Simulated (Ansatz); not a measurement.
What does this script print? It uses Ansatz 0.2.0 through its Python package.

Input file `gesi.xyz`:
```text
2

Si    0.00000    0.00000    0.00000
Ge    0.00000    0.00000    2.37500
```

`states_gesi.py`:
```python
"""Does a wider search find a lower mean-field state of GeSi(+)?"""

from dataclasses import dataclass

import ansatz as az
import numpy as np


@dataclass(frozen=True)
class RunConfig:
    basis: str = "def2-SVP"
    functional: str = "PBE0"
    vdw: str = "d4"
    net_charge: int = 1


settings = RunConfig()

gesi = az.Crystal.molecule_from_extxyz("gesi.xyz")
symbols = [site.symbol for site in gesi.cartesian_sites]

start = np.array([site.position_ang for site in gesi.cartesian_sites])
for factor in [1.0, 1.25, 1.6]:
    xyz = (start - start.mean(axis=0)) * factor
    scaled = az.Crystal.molecule()
    for symbol, place in zip(symbols, xyz):
        scaled = scaled.atom(symbol, place.tolist())
    setup = (
        scaled.calculation()
        .basis(gaussian=settings.basis)
        .functional(settings.functional, dispersion=settings.vdw)
        .charge(settings.net_charge)
        .spin("collinear", total=3)
    )
    for search in ("off", "standard"):
        try:
            data = setup.scf(lower_state_search=search).run(threads=1, pin="off").report
        except az.AnsatzError as error:
            print(f"x{factor} search {search}: {type(error).__name__}")
            continue
        state = data["mean_field"]["state"]
        print(f"all distances x{factor}, search {search:8s} E = {data['free_energy_ev']:.5f} eV  <S^2> = {abs(state['spin_squared']):.3f}  other states met: {len(data['mean_field']['others'])}")
```

```console
$ python states_gesi.py
all distances x1.0, search off      E = -64365.17162 eV  <S^2> = 3.751  other states met: 0
all distances x1.0, search standard E = -64365.17162 eV  <S^2> = 3.751  other states met: 0
all distances x1.25, search off      E = -64364.25652 eV  <S^2> = 3.752  other states met: 0
all distances x1.25, search standard E = -64364.25652 eV  <S^2> = 3.752  other states met: 2
all distances x1.6, search off      E = -64363.29955 eV  <S^2> = 3.756  other states met: 0
all distances x1.6, search standard E = -64363.29955 eV  <S^2> = 3.756  other states met: 3
```

Notes:
- Total energies depend on the basis set; only differences at equal settings carry meaning.
- The count of other states can hold repeated and symmetry-equivalent ends of the search; scaling all distances is a test, and for more than two atoms no physical path.
- The run takes the species as open-shell (spin multiplicity 4), which needn't be its ground state.
- The spin state was assumed, and another may lie lower.
- The whole script took 6.3 s on 1 thread of Intel(R) Xeon(R) 6975P-C (Granite Rapids), on a shared host, peak memory 0.21 GiB.
